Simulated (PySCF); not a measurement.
# C₆H₁₀OS: runs on many settings

Aim: see how C₆H₁₀OS (`C[S@@](=O)[C@@H]1CC12CC2`) answers to the choice of functional, basis, grid and SCF options.

The runs use PySCF 2.14.0, with density-fitted response routines of our own; the level of theory stands in each step. All values are computed, except where a source is named. Atoms are numbered from 0 throughout.

## 1. Starting geometry

18 atoms, charge 0, multiplicity 1; geometry from: GFN2-xTB.

Bonds of the start (Å): C0–S1 1.85, S1–O2 1.46, S1–C3 1.84, C3–C4 1.51, C4–C5 1.48, C5–C6 1.48, C6–C7 1.51, C5–C3 1.47, C7–C5 1.48, C0–H8 1.08, C0–H9 1.08, C0–H10 1.08, C3–H11 1.08, C4–H12 1.08, C4–H13 1.08, C6–H14 1.08, C6–H15 1.08, C7–H16 1.08, C7–H17 1.08.

## 2. TDDFT and polarisability: PBE0/6-31G

The job: settings as JSON, then the geometry in Å.

```
{"job": {"kind": "uv", "xc": "PBE0", "basis": "6-31G", "nstates": 3, "ntriplets": 0, "tda": false, "scf": {"conv": 1e-08}}, "charge": 0, "multiplicity": 1}
C      2.904303    -0.386080    -0.148002
S      1.551275     0.808086     0.267452
O      1.394894     1.656017    -0.913038
C      0.222147    -0.458638     0.155425
C     -0.288323    -0.791649    -1.225694
C     -1.115256    -0.013593    -0.278739
C     -1.879770     1.251115    -0.291320
C     -2.494913    -0.017813     0.255539
H      3.839259     0.163961    -0.159742
H      2.711234    -0.809863    -1.127183
H      2.933421    -1.156427     0.613266
H      0.326999    -1.225172     0.910623
H     -0.547763    -1.815716    -1.455521
H      0.165729    -0.246900    -2.043236
H     -1.598591     2.027831     0.404155
H     -2.230511     1.624302    -1.241683
H     -2.634976    -0.099950     1.323759
H     -3.267917    -0.503194    -0.322477
```

Level: TDDFT PBE0/6-31G, vertical, gas phase, core orbitals frozen in the response.

Launch:

```
$ OMP_NUM_THREADS=1 python probes_run.py task.json out
```

The driver reads the jobs from task.json and runs them one after another.

What it wrote:

```text
final grid: 143928 points
cycle   1  E = -707.0482970027  dE =  1.787e+00  |g| = 9.024e-01  |ddm| = 4.290e+00
cycle   2  E = -705.8128363234  dE =  1.235e+00  |g| = 2.501e+00  |ddm| = 6.488e+00
cycle   3  E = -707.2155667493  dE = -1.403e+00  |g| = 2.718e-01  |ddm| = 5.657e+00
cycle   4  E = -707.2331816528  dE = -1.761e-02  |g| = 1.234e-01  |ddm| = 5.697e-01
cycle   5  E = -707.2372057582  dE = -4.024e-03  |g| = 1.608e-02  |ddm| = 1.645e-01
cycle   6  E = -707.2372701420  dE = -6.438e-05  |g| = 5.920e-03  |ddm| = 2.919e-02
cycle   7  E = -707.2372795686  dE = -9.427e-06  |g| = 1.070e-03  |ddm| = 1.106e-02
cycle   8  E = -707.2372798683  dE = -2.996e-07  |g| = 3.702e-04  |ddm| = 2.515e-03
cycle   9  E = -707.2372799060  dE = -3.774e-08  |g| = 1.105e-04  |ddm| = 7.151e-04
cycle  10  E = -707.2372799091  dE = -3.121e-09  |g| = 2.638e-05  |ddm| = 1.654e-04
converged SCF energy = -707.2372799091

Static polarisability (au): isotropic 77.662, principal 64.158 73.587 95.239

Singlet excitations
state   eV       nm        f      main configurations
  1   6.0150    206.1   0.08031   H->L 0.96
  2   6.3910    194.0   0.00319   H->L+1 0.80, H-1->L 0.12
  3   7.0620    175.6   0.00836   H->L+2 0.51, H-1->L 0.23, H->L+4 0.10
```

It took 25 s on 1 thread of Intel Xeon at 2.70GHz, shared host; peak memory 0.59 GiB.

Frontier orbitals and where they lie:

```csv
orbital,eV,atoms
HOMO−3,-8.40,"C5 38 %, C6 22 %, C7 13 %"
HOMO−2,-8.18,"C7 29 %, C6 21 %, C4 19 %"
HOMO−1,-7.08,"O2 66 %, C0 12 %, C3 12 %"
HOMO,-6.17,"O2 60 %, S1 20 %, C0 7 %"
LUMO,1.30,"S1 39 %, C0 22 %, C3 15 %"
LUMO+1,1.75,"S1 43 %, C0 11 %, O2 11 %"
LUMO+2,2.55,"S1 28 %, O2 12 %, C3 11 %"
```

With each of the 3 states as a Gaussian band of 0.4 eV half-width at 1/e, the curve within the window shown has maxima at 205 nm (ε 3,300), 176 nm (ε 350) L/(mol cm). Beyond the last state computed it falls off for lack of states. The curve at chosen wavelengths:

| nm | ε (L/mol/cm) |
| --- | --- |
| 168 | 193 |
| 170 | 256 |
| 173 | 327 |
| 175 | 349 |
| 178 | 345 |
| 180 | 334 |
| 182 | 336 |
| 185 | 409 |
| 187 | 533 |
| 190 | 866 |
| 192 | 1189 |
| 194 | 1578 |
| 197 | 2220 |
| 199 | 2627 |
| 202 | 3098 |
| 204 | 3268 |
| 206 | 3302 |
| 209 | 3108 |
| 211 | 2846 |
| 214 | 2333 |
| 216 | 1959 |
| 218 | 1595 |
| 221 | 1109 |
| 223 | 841 |
| 226 | 530 |
| 228 | 378 |

Ground-state properties from the same run:

```csv
property,computed
dipole moment (D),3.86
polarisability (Å³),11.51
HOMO–LUMO gap (eV),7.47
−ε(HOMO) (eV),6.17
```

## 3. NMR shieldings: PBE0/pcSseg-1

Same as in step 2 but for these lines:

```diff
@@ -1,2 +1,2 @@
-{"job": {"kind": "uv", "xc": "PBE0", "basis": "6-31G", "nstates": 3, "ntriplets": 0, "tda": false, "scf": {"conv": 1e-08}}, "charge": 0, "multiplicity": 1}
+{"job": {"kind": "nmr", "xc": "PBE0", "basis": "pcSseg-1", "pop": false, "scf": {"level_shift": 0.3, "aux": "def2-qzvpp-jkfit"}}, "charge": 0, "multiplicity": 1}
 C      2.904303    -0.386080    -0.148002
```

With the program's defaults for keys left out, this is: GIAO PBE0/pcSseg-1 NMR shielding, non-relativistic, gas phase.

What it wrote:

```text
final grid: 143928 points
cycle   1  E = -707.2066680179  dE =  1.596e+00  |g| = 9.214e-01  |ddm| = 3.884e+00
cycle   2  E = -707.1911292356  dE =  1.554e-02  |g| = 1.082e+00  |ddm| = 1.847e+00
cycle   3  E = -707.3790142848  dE = -1.879e-01  |g| = 2.886e-01  |ddm| = 5.389e-01
cycle   4  E = -707.3963097657  dE = -1.730e-02  |g| = 5.217e-02  |ddm| = 2.820e-01
cycle   5  E = -707.3971075026  dE = -7.977e-04  |g| = 1.083e-02  |ddm| = 8.273e-02
cycle   6  E = -707.3971739142  dE = -6.641e-05  |g| = 4.660e-03  |ddm| = 3.080e-02
cycle   7  E = -707.3971856126  dE = -1.170e-05  |g| = 1.531e-03  |ddm| = 1.275e-02
cycle   8  E = -707.3971877321  dE = -2.119e-06  |g| = 8.093e-04  |ddm| = 6.270e-03
cycle   9  E = -707.3971882563  dE = -5.242e-07  |g| = 4.037e-04  |ddm| = 2.992e-03
cycle  10  E = -707.3971883912  dE = -1.348e-07  |g| = 2.010e-04  |ddm| = 1.564e-03
cycle  11  E = -707.3971884258  dE = -3.461e-08  |g| = 9.869e-05  |ddm| = 8.201e-04
cycle  12  E = -707.3971884345  dE = -8.759e-09  |g| = 5.342e-05  |ddm| = 4.139e-04
cycle  13  E = -707.3971884368  dE = -2.320e-09  |g| = 2.881e-05  |ddm| = 2.111e-04
cycle  14  E = -707.3971884375  dE = -6.348e-10  |g| = 1.408e-05  |ddm| = 1.096e-04
level shift removed, Fock matrix diagonalised once more
converged SCF energy = -707.3971884375

GIAO shielding tensors (ppm)
atom      isotropic    diamagn.    paramagn.     s11        s22        s33       span
  0 C      140.746     254.255    -113.509    108.566    127.166    186.507     77.941
  1 S      210.032    1053.687    -843.655     42.737    141.669    445.690    402.952
  2 O      307.375     400.014     -92.638    101.290    325.503    495.333    394.043
  3 C      141.055     256.683    -115.628    101.518    125.537    196.109     94.591
  4 C      182.051     253.604     -71.554    153.951    188.867    203.334     49.383
  5 C      172.792     253.033     -80.241    116.964    192.767    208.645     91.681
  6 C      177.624     250.611     -72.987    149.695    176.215    206.962     57.266
  7 C      178.493     253.097     -74.604    150.687    174.978    209.815     59.127
  8 H       29.082      28.597       0.485     25.701     26.543     35.002      9.301
  9 H       29.290      31.373      -2.083     25.553     29.363     32.954      7.401
 10 H       29.964      30.792      -0.828     25.750     27.855     36.288     10.538
 11 H       29.847      34.167      -4.320     23.712     28.639     37.190     13.478
 12 H       30.702      32.670      -1.968     24.718     26.551     40.836     16.119
 13 H       29.901      33.014      -3.113     24.606     28.049     37.049     12.443
 14 H       30.716      31.115      -0.400     25.107     27.684     39.355     14.248
 15 H       30.678      30.122       0.556     25.535     26.647     39.852     14.317
 16 H       30.932      31.257      -0.325     24.626     27.861     40.310     15.684
 17 H       30.869      30.144       0.725     24.734     27.311     40.561     15.827
```

It took 68 s on 1 thread of Intel Xeon at 2.70GHz, shared host; peak memory 0.86 GiB.

The references, computed at this level on geometries of the same kind, shield at (ppm): 1H TMS 31.72, 13C TMS 186.9, 17O H2O 336.1, 33S CS2 504. Their shielding less the atom's gives the shift. The references are single molecules in the gas phase, so shifts against H2O, NH3, PH3, H3PO4 or CFCl3 are not on the usual liquid scales and can be off by tens of ppm. Atoms listed in one row are averaged.

```csv
atoms,environment,σ (ppm),δ (ppm),δ scaled to CDCl3
C0,methyl carbon bonded to S,140.7,46.2,38.7
C3,three-membered-ring carbon,141.1,45.9,38.4
C5,three-membered-ring carbon,172.8,14.1,11.9
C6,three-membered-ring carbon,177.6,9.3,7.2
C7,three-membered-ring carbon,178.5,8.4,6.3
C4,three-membered-ring carbon,182.1,4.9,2.8
"H8, H9, H10",hydrogen on a methyl carbon bonded to S,29.45,2.27,2.25
H11,hydrogen on a three-membered-ring carbon,29.85,1.87,1.87
H13,hydrogen on a three-membered-ring carbon,29.90,1.82,1.82
H15,hydrogen on a three-membered-ring carbon,30.68,1.04,1.08
H12,hydrogen on a three-membered-ring carbon,30.70,1.02,1.06
H14,hydrogen on a three-membered-ring carbon,30.72,1.00,1.05
H17,hydrogen on a three-membered-ring carbon,30.87,0.85,0.90
H16,hydrogen on a three-membered-ring carbon,30.93,0.79,0.85
S1,sulfoxide sulfur,210,294,–
O2,S=O oxygen,307.4,28.7,–
```

The scaled column applies a straight-line fit of computed shieldings to shifts measured in CDCl3, with any fitted terms for Cl, Br or S neighbours (root-mean-square error 0.16 ppm for H, 1.9 ppm for C).

Ring of atoms C3, C4, C5: NICS(0) -40.7, NICS(1) -7.4, NICS(1)zz -19.8 ppm (means of both faces).

In rings of three or four atoms NICS is ruled by the nearby σ bonds, so it says little on aromaticity.

Ring of atoms C5, C6, C7: NICS(0) -40.0, NICS(1) -6.8, NICS(1)zz -19.4 ppm (means of both faces).

In rings of three or four atoms NICS is ruled by the nearby σ bonds, so it says little on aromaticity.

## 4. NMR shieldings: LC-wPBE/pcSseg-0 in cyclohexane

Same as in step 3 but for these lines:

```diff
@@ -1,2 +1,2 @@
-{"job": {"kind": "nmr", "xc": "PBE0", "basis": "pcSseg-1", "pop": false, "scf": {"level_shift": 0.3, "aux": "def2-qzvpp-jkfit"}}, "charge": 0, "multiplicity": 1}
+{"job": {"kind": "nmr", "xc": "LC-wPBE", "basis": "pcSseg-0", "solvent": "cyclohexane", "pop": true}, "charge": 0, "multiplicity": 1}
 C      2.904303    -0.386080    -0.148002
```

Level: GIAO LC-wPBE/pcSseg-0 NMR shielding, non-relativistic, IEF-PCM cyclohexane.

What it wrote:

```text
coarse grid: 15432 points
cycle   1  E = -706.2373450940  dE =  2.175e+00  |g| = 8.864e-01  |ddm| = 4.637e+00
cycle   2  E = -706.0947032090  dE =  1.426e-01  |g| = 1.300e+00  |ddm| = 3.443e+00
cycle   3  E = -706.4115287706  dE = -3.168e-01  |g| = 6.498e-02  |ddm| = 2.100e+00
cycle   4  E = -706.4127689546  dE = -1.240e-03  |g| = 2.939e-02  |ddm| = 1.546e-01
cycle   5  E = -706.4129951580  dE = -2.262e-04  |g| = 5.173e-03  |ddm| = 4.959e-02
cycle   6  E = -706.4130088582  dE = -1.370e-05  |g| = 1.675e-03  |ddm| = 1.969e-02
cycle   7  E = -706.4130105900  dE = -1.732e-06  |g| = 5.066e-04  |ddm| = 6.416e-03
final grid: 143928 points
cycle   8  E = -706.3949041061  dE = -5.715e-05  |g| = 4.180e-03  |ddm| = 3.602e-02
cycle   9  E = -706.3949075610  dE = -3.455e-06  |g| = 2.711e-03  |ddm| = 8.538e-03
cycle  10  E = -706.3949092972  dE = -1.736e-06  |g| = 4.552e-04  |ddm| = 3.770e-03
cycle  11  E = -706.3949093411  dE = -4.393e-08  |g| = 3.790e-04  |ddm| = 1.131e-03
cycle  12  E = -706.3949093703  dE = -2.915e-08  |g| = 4.888e-05  |ddm| = 6.499e-04
cycle  13  E = -706.3949093710  dE = -7.303e-10  |g| = 1.373e-05  |ddm| = 1.098e-04
converged SCF energy = -706.3949093710

GIAO shielding tensors (ppm)
atom      isotropic    diamagn.    paramagn.     s11        s22        s33       span
  0 C      151.560     258.354    -106.794    113.435    138.368    202.878     89.443
  1 S      311.183    1048.868    -737.685    124.367    284.673    524.511    400.143
  2 O      335.228     399.538     -64.310     58.353    384.936    562.395    504.042
  3 C      154.745     253.016     -98.271    113.378    137.700    213.157     99.778
  4 C      195.964     251.840     -55.876    168.465    205.933    213.494     45.029
  5 C      188.875     257.770     -68.895    132.402    208.816    225.407     93.004
  6 C      192.534     247.852     -55.318    161.064    198.473    218.065     57.002
  7 C      193.175     253.133     -59.958    163.324    195.810    220.389     57.065
  8 H       30.651      31.155      -0.504     26.508     27.478     37.968     11.460
  9 H       30.915      30.326       0.589     26.410     30.375     35.960      9.550
 10 H       31.001      30.477       0.524     26.400     28.116     38.486     12.087
 11 H       31.228      31.960      -0.732     24.724     29.830     39.131     14.408
 12 H       32.023      31.947       0.076     26.317     27.139     42.614     16.297
 13 H       31.512      30.815       0.697     25.768     29.884     38.882     13.114
 14 H       32.264      29.263       3.001     26.477     29.552     40.764     14.288
 15 H       32.142      30.111       2.031     27.211     27.694     41.521     14.311
 16 H       32.288      30.405       1.883     26.166     28.847     41.849     15.684
 17 H       32.289      31.119       1.170     26.421     28.174     42.270     15.850
```

Run time: 22 s. Hardware: 1 thread of Intel Xeon at 2.70GHz, shared host; peak memory 0.64 GiB.

Key values: σ C0 151.6, C3 154.7, C5 188.9, C6 192.5, H8 30.86, H11 31.23 ppm (means over like atoms).

## 5. Nuclear shieldings: wB97X-D/3-21G

Same as in step 4 but for these lines:

```diff
@@ -1,2 +1,2 @@
-{"job": {"kind": "nmr", "xc": "LC-wPBE", "basis": "pcSseg-0", "solvent": "cyclohexane", "pop": true}, "charge": 0, "multiplicity": 1}
+{"job": {"kind": "nmr", "xc": "wB97X-D", "basis": "3-21G", "pop": false, "scf": {"aux": "def2-qzvpp-jkfit"}}, "charge": 0, "multiplicity": 1}
 C      2.904303    -0.386080    -0.148002
```

Level: GIAO wB97X-D/3-21G NMR shielding, non-relativistic, gas phase.

What it wrote:

```text
final grid: 143928 points
cycle   1  E = -703.9077811254  dE =  1.682e+00  |g| = 8.865e-01  |ddm| = 4.389e+00
cycle   2  E = -703.5228724053  dE =  3.849e-01  |g| = 1.678e+00  |ddm| = 4.317e+00
cycle   3  E = -704.0812319920  dE = -5.584e-01  |g| = 8.645e-02  |ddm| = 3.068e+00
cycle   4  E = -704.0829692176  dE = -1.737e-03  |g| = 5.045e-02  |ddm| = 2.069e-01
cycle   5  E = -704.0836171418  dE = -6.479e-04  |g| = 5.211e-03  |ddm| = 6.527e-02
cycle   6  E = -704.0836296944  dE = -1.255e-05  |g| = 2.054e-03  |ddm| = 2.021e-02
cycle   7  E = -704.0836311829  dE = -1.488e-06  |g| = 6.215e-04  |ddm| = 4.848e-03
cycle   8  E = -704.0836314218  dE = -2.389e-07  |g| = 1.707e-04  |ddm| = 2.664e-03
cycle   9  E = -704.0836314418  dE = -1.999e-08  |g| = 7.881e-05  |ddm| = 9.316e-04
cycle  10  E = -704.0836314441  dE = -2.377e-09  |g| = 1.669e-05  |ddm| = 2.291e-04
cycle  11  E = -704.0836314443  dE = -1.955e-10  |g| = 6.011e-06  |ddm| = 8.366e-05
converged SCF energy = -704.0836314443

GIAO shielding tensors (ppm)
atom      isotropic    diamagn.    paramagn.     s11        s22        s33       span
  0 C      171.557     260.102     -88.544    144.325    158.672    211.675     67.350
  1 S      377.867    1045.532    -667.664    225.205    359.531    548.866    323.661
  2 O      298.353     397.462     -99.109     62.633    343.367    489.059    426.426
  3 C      170.270     251.278     -81.008    137.344    155.661    217.806     80.462
  4 C      204.009     251.567     -47.558    182.347    211.215    218.463     36.116
  5 C      195.941     244.690     -48.749    151.058    212.356    224.408     73.351
  6 C      200.593     250.982     -50.390    177.001    203.297    221.480     44.479
  7 C      200.983     255.348     -54.365    178.476    201.225    223.248     44.773
  8 H       31.318      32.117      -0.798     27.621     28.215     38.120     10.499
  9 H       31.396      31.304       0.092     26.975     31.182     36.030      9.055
 10 H       31.450      31.664      -0.214     27.309     28.874     38.167     10.859
 11 H       31.362      32.124      -0.762     25.034     30.071     38.980     13.946
 12 H       32.159      32.386      -0.227     26.442     27.220     42.813     16.371
 13 H       31.340      31.175       0.165     25.614     29.502     38.903     13.290
 14 H       32.225      30.151       2.074     26.553     29.367     40.755     14.201
 15 H       32.106      31.736       0.370     27.078     27.522     41.718     14.641
 16 H       32.395      31.425       0.970     26.279     28.874     42.032     15.753
 17 H       32.290      32.762      -0.471     26.350     28.107     42.413     16.064
```

Wall time 20 s (1 thread of Intel Xeon at 2.70GHz, shared host); peak memory 0.63 GiB.

This run: δ C3 40.0, C0 38.7, C5 14.4, C6 9.7, H13 2.02, H11 2.00 ppm.

## 6. Shielding tensors: PBE0/def2-SVP

Same as in step 5 but for these lines:

```diff
@@ -1,2 +1,2 @@
-{"job": {"kind": "nmr", "xc": "wB97X-D", "basis": "3-21G", "pop": false, "scf": {"aux": "def2-qzvpp-jkfit"}}, "charge": 0, "multiplicity": 1}
+{"job": {"kind": "nmr", "xc": "PBE0", "basis": "def2-SVP", "pop": false, "grid": 3}, "charge": 0, "multiplicity": 1}
 C      2.904303    -0.386080    -0.148002
```

Level: GIAO PBE0/def2-SVP NMR shielding, non-relativistic, gas phase.

What it wrote:

```text
coarse grid: 15432 points
cycle   1  E = -706.8472498530  dE =  1.516e+00  |g| = 8.850e-01  |ddm| = 4.659e+00
cycle   2  E = -706.0580129035  dE =  7.892e-01  |g| = 2.118e+00  |ddm| = 4.306e+00
cycle   3  E = -707.0024903684  dE = -9.445e-01  |g| = 2.137e-01  |ddm| = 3.571e+00
cycle   4  E = -707.0118823070  dE = -9.392e-03  |g| = 1.074e-01  |ddm| = 3.884e-01
cycle   5  E = -707.0148157669  dE = -2.933e-03  |g| = 1.780e-02  |ddm| = 1.461e-01
cycle   6  E = -707.0148912519  dE = -7.548e-05  |g| = 5.560e-03  |ddm| = 2.913e-02
cycle   7  E = -707.0148984688  dE = -7.217e-06  |g| = 1.404e-03  |ddm| = 7.831e-03
final grid: 215752 points
cycle   8  E = -707.1013417192  dE = -2.791e-05  |g| = 1.115e-02  |ddm| = 3.790e-02
cycle   9  E = -707.1013051844  dE =  3.653e-05  |g| = 1.681e-02  |ddm| = 3.323e-02
cycle  10  E = -707.1013712834  dE = -6.610e-05  |g| = 3.145e-03  |ddm| = 2.261e-02
cycle  11  E = -707.1013733736  dE = -2.090e-06  |g| = 1.986e-04  |ddm| = 3.709e-03
cycle  12  E = -707.1013733819  dE = -8.293e-09  |g| = 9.946e-05  |ddm| = 4.024e-04
cycle  13  E = -707.1013733842  dE = -2.262e-09  |g| = 2.255e-05  |ddm| = 1.186e-04
cycle  14  E = -707.1013733843  dE = -1.266e-10  |g| = 4.471e-06  |ddm| = 4.048e-05
converged SCF energy = -707.1013733843

GIAO shielding tensors (ppm)
atom      isotropic    diamagn.    paramagn.     s11        s22        s33       span
  0 C      152.274     250.033     -97.758    121.210    139.527    196.086     74.876
  1 S      297.708    1053.112    -755.404    136.076    238.033    519.015    382.939
  2 O      321.120     397.408     -76.288    125.854    337.234    500.274    374.420
  3 C      150.997     255.481    -104.484    111.867    136.698    204.426     92.559
  4 C      191.731     254.160     -62.430    164.647    199.422    211.124     46.477
  5 C      182.578     251.582     -69.004    128.620    202.202    216.911     88.292
  6 C      188.524     250.142     -61.618    159.770    190.152    215.650     55.880
  7 C      189.073     252.352     -63.279    161.460    187.912    217.846     56.386
  8 H       29.421      28.867       0.554     25.956     26.927     35.381      9.424
  9 H       29.605      31.209      -1.604     25.759     29.784     33.271      7.512
 10 H       30.185      30.612      -0.427     25.950     28.001     36.605     10.655
 11 H       30.139      34.801      -4.662     24.017     28.879     37.520     13.503
 12 H       30.976      32.640      -1.664     24.991     27.009     40.927     15.936
 13 H       30.149      33.511      -3.362     24.884     28.233     37.330     12.446
 14 H       30.982      31.948      -0.966     25.331     28.112     39.504     14.173
 15 H       30.940      29.935       1.005     25.826     26.998     39.996     14.171
 16 H       31.182      31.772      -0.590     24.915     28.195     40.437     15.523
 17 H       31.130      29.682       1.448     25.033     27.696     40.661     15.628
```

It took 48 s on 1 thread of Intel Xeon at 2.70GHz, shared host; peak memory 0.81 GiB.

This run: δ C3 45.2, C0 43.9, C5 13.6, C6 7.6, H8 2.07, H11 1.67 ppm (means over like atoms).

## 7. Side by side: NMR shifts

Isotropic shieldings (ppm) of some atoms, chosen among heavy atoms and hydrogens apart, means over like atoms, with basis size and wall time:

```csv
run,C0,C3,C5,H8,H13,S1,O2,functions,time
PBE0/pcSseg-1,140.7,141.1,172.8,29.45,29.90,210,307.4,193,68 s
LC-wPBE/pcSseg-0 in cyclohexane,151.6,154.7,188.9,30.86,31.51,311,335.2,96,22 s
wB97X-D/3-21G,171.6,170.3,195.9,31.39,31.34,378,298.4,96,20 s
PBE0/def2-SVP,152.3,151.0,182.6,29.74,30.15,298,321.1,166,48 s
```

## 8. Results

| quantity | value |
| --- | --- |
| lowest singlet (PBE0/6-31G) | 6.01 eV (206 nm), f = 0.080 |
| 13C shifts against TMS (PBE0/pcSseg-1) | 46.2, 45.9, 14.1, 9.3, 8.4, 4.9 ppm |
| 1H shifts against TMS (PBE0/pcSseg-1, means over atoms taken as alike) | 2.27, 1.87, 1.82, 1.04, 1.02, 1.00, 0.85, 0.79 ppm |
| 33S shifts against CS2 (PBE0/pcSseg-1) | 294 ppm |
| 17O shifts against H2O (PBE0/pcSseg-1) | 28.7 ppm |
| range of the shielding of S1 | 210 to 378 ppm |

**Reading.** Single values in the summary come from the first run of each kind that ended normally (PBE0/6-31G; PBE0/pcSseg-1), which need not be the best level. The first singlet state (HOMO→LUMO 0.96) lies at 6.01 eV and is bright. Across the 4 runs the shielding of S1 moves most, between 210 (PBE0/pcSseg-1) and 378 ppm (wB97X-D/3-21G).
